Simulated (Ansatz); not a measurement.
# F4Se: the cost of one run

Method: the levels named in each step, in Ansatz 0.2.0.

**1. Starting point**

Bond lengths: F1–Se2 1.833 Å, Se2–F3 1.646 Å, Se2–F4 1.646 Å, Se2–F5 1.833 Å. Angles: F1–Se2–F3 89.8°, F1–Se2–F4 89.8°, F1–Se2–F5 179.4°, F3–Se2–F4 99.4°, F3–Se2–F5 89.8°, F4–Se2–F5 89.8°.

Coordinates:

```xyz
5

F     1.4181   -1.1209    0.3969
Se    0.1683    0.0887   -0.1820
F    -0.9516   -1.1155   -0.2635
F    -0.0727    0.5758    1.3720
F    -1.0929    1.2922   -0.7488
```

**2. A rough first relaxation, PBE-D4/def2-SVP**

The input, input.yaml:

```yaml
crystal:
  periodic: [false, false, false]
  atoms:
    - { symbol: F, position_ang: [1.41807, -1.12091, 0.39691] }
    - { symbol: Se, position_ang: [0.1683, 0.08868, -0.182] }
    - { symbol: F, position_ang: [-0.95165, -1.11549, -0.26346] }
    - { symbol: F, position_ang: [-0.07275, 0.57585, 1.37203] }
    - { symbol: F, position_ang: [-1.09293, 1.29219, -0.74876] }
magnetization:
  spin_polarized: true
  initial_magnetization: 1
total_charge: 1
basis:
  gaussian: { orbitals: def2-SVP }
hamiltonian:
  xc: pbe
  dispersion: d4
relax:
  f_tol: 0.03
  max_steps: 200
```

Launch:

```bash
$ ansatz run input.yaml --threads 4 --pin off --max-ram 10240MiB --backend cpu --events-out ev --progress --plain --runs-dir out
```

Q: Estimate wall time and peak memory on 4 threads of Arm Neoverse V1, shared host.

About 7 s, with a peak of 0.17 GiB.
